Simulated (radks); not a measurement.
# V⁸⁺ in [Ne] 3s1 3p3 4p1: an all-electron calculation

Wanted: eigenvalues, radial structure and energy terms of the vanadium ion V8+.

The numbers are computed with radks (a radial shooting solver on a logarithmic mesh, Libxc functionals) version 1 (non-relativistic Kohn-Sham, RPBE, spin-polarised, spherical densities, point nucleus; open shells are filled with parallel spins first), except any that are marked as measured or tabulated.

## Step 1: What is computed

| Property | Result |
| --- | --- |
| element | vanadium (Z = 23) |
| charge | +8 |
| electrons | 15 |
| configuration | [Ne] 3s1 3p3 4p1 |

Outer shells as boxes (Hund's rule):

V⁸⁺
```
[Ne] core
3s [↑ ]
3p [↑ ][↑ ][↑ ]
4p [↑ ][  ][  ]
```

## Step 2: Self-consistent calculation

Input:

```text
Z 23
configuration [Ne] 3s1 3p3 4p1
relativity non-relativistic
functional rpbe,pbe
spin polarised
nucleus point
```

Run with:

```sh
$ python run_ks.py task.json out
```

This one command runs every case of the session in turn.

What does the calculation give?

**Answer**, as computed:

| quantity | value |
| --- | --- |
| total energy | -916.60922 hartree |
| exchange-correlation share of it | 4.35 % |
| −T/E | 0.9995 |
| highest occupied level | 4p up, -91.391 eV |
| most extended occupied level | 4p up, <r> = 1.83 bohr |
| radius at density 0.001 e/bohr³ | 2.96 bohr |
| maxima of the radial density | 3 |

4 principal shells are occupied and 3 maxima appear in the radial density; where shells overlap, one shows as a shoulder or not at all. −T/E = 0.9995, near the virial value of 1. This is not the tabulated ground configuration, so its levels and sizes aren't those of the ground state, and no measured value stands beside it.
